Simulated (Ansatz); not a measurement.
**C2H6ClGeN: up Jacob's ladder to CCSD(T)**

Aim: compute C2H6ClGeN with functionals from several rungs and with coupled cluster. The yardstick is the atomisation energy at the CCSD(T) limit.

Method: functionals in def2-TZVPP, the program's frozen cores in correlated methods; program: Ansatz 0.2.0, Gaussian basis.

The runs, in order: PBE-D4, r2SCAN-D4, PBE0-D4, B3LYP-D4, ωB97X-V, ωB97M-V, B2PLYP; CCSD(T)/def2-TZVPP; MP2/def2-QZVPP; extrapolation to the limit.

## 1. The relaxed structure

The geometry comes from an earlier relaxation with PBE0-D4 in a triple-zeta def2 set; it is a stationary point, not always the lowest conformer.

SMILES `N=[CH][GeH2][CH2]Cl`, 11 atoms, charge 0, spin multiplicity 1.

Atoms are counted from 1 here; the program's logs count them from 0.

Bond lengths: N1–C2 1.265 Å, N1–H6 1.023 Å, C2–Ge3 1.970 Å, C2–H7 1.095 Å, Ge3–C4 1.968 Å, Ge3–H8 1.537 Å, Ge3–H9 1.543 Å, C4–Cl5 1.783 Å, C4–H10 1.089 Å, C4–H11 1.089 Å. Angles: C2–N1–H6 111.8°, N1–C2–Ge3 125.7°, N1–C2–H7 116.6°, Ge3–C2–H7 117.7°, C2–Ge3–C4 109.4°, C2–Ge3–H8 111.7°, C2–Ge3–H9 106.9°, C4–Ge3–H8 108.1°, C4–Ge3–H9 109.8°, H8–Ge3–H9 110.9°, Ge3–C4–Cl5 109.7°, Ge3–C4–H10 111.6°, Ge3–C4–H11 111.1°, Cl5–C4–H10 107.7°, Cl5–C4–H11 107.7°, H10–C4–H11 109.0°.

## 2. PBE-D4 (GGA)

Input file in.yaml:

```yaml
crystal:
  periodic: [false, false, false]
  atoms:
    - {symbol: N, position_ang: [0.020309, 2.220793, 1.321079]}
    - {symbol: C, position_ang: [0.357761, 1.011642, 1.161885]}
    - {symbol: Ge, position_ang: [-0.671893, -0.349644, 0.177833]}
    - {symbol: C, position_ang: [0.416811, -1.045282, -1.307117]}
    - {symbol: Cl, position_ang: [1.897592, -1.800303, -0.662900]}
    - {symbol: H, position_ang: [-0.880008, 2.425319, 0.881444]}
    - {symbol: H, position_ang: [1.312716, 0.706601, 1.602726]}
    - {symbol: H, position_ang: [-1.059093, -1.531071, 1.080889]}
    - {symbol: H, position_ang: [-1.928892, 0.352086, -0.378201]}
    - {symbol: H, position_ang: [-0.120099, -1.802267, -1.876751]}
    - {symbol: H, position_ang: [0.720098, -0.244773, -1.980289]}
basis:
  gaussian: {orbitals: def2-TZVPP}
hamiltonian: {xc: pbe, dispersion: d4}
output: {forces: true, orbitals: {seedname: orbitals}}
```

Command:

```sh
$ ansatz run in.yaml --threads 4 --pin off --events-out ev --progress --plain --max-ram 10444MiB
```

The runs that follow: r2SCAN-D4 (meta-GGA); PBE0-D4 (hybrid); B3LYP-D4 (hybrid); ωB97X-V (range-separated); ωB97M-V (range-separated); B2PLYP (double hybrid); CCSD(T) in def2-TZVPP; MP2 in def2-QZVPP.

Q: Predict the results of all the runs planned. Wanted: atomisation energy, CCSD(T)/CBS; farthest; mean size of error, hybrid; mean size of error, range-separated; gap, smallest and largest; T1 diagnostic; triples share of the correlation energy.

As calculated:

| quantity | value |
| --- | --- |
| atomisation energy, CCSD(T)/CBS | 895.0 kcal/mol |
| functionals within 9.0 kcal/mol (1.0 %) | r2SCAN-D4, PBE0-D4, B3LYP-D4, ωB97X-V, ωB97M-V |
| farthest | PBE-D4 (+20.3 kcal/mol) |
| mean size of error, hybrid | 1.8 kcal/mol |
| mean size of error, range-separated | 1.7 kcal/mol |
| gap, smallest and largest | 3.80 eV (PBE-D4), 10.90 eV (ωB97X-V) |
| T1 diagnostic | 0.0116 |
| triples share of the correlation energy | 4.2 % |

**Reading.** PBE-D4 is off by +20.3 kcal/mol. Double hybrids carry the basis error of their MP2 part in triple zeta, and no dispersion term here, so their miss is partly the set-up's. The reference freezes the cores and leaves out relativity and excitations past (T), and its outer-core shells are covered unevenly, so misses under about 9.0 kcal/mol can't be ranked. Hartree-Fock recovers 69 % of the binding; the rest is correlation. Orbital gaps span 3.8 to 10.9 eV; exact exchange widens them. Correlated methods include outer-core shells of Ge, which these sets cover unevenly.
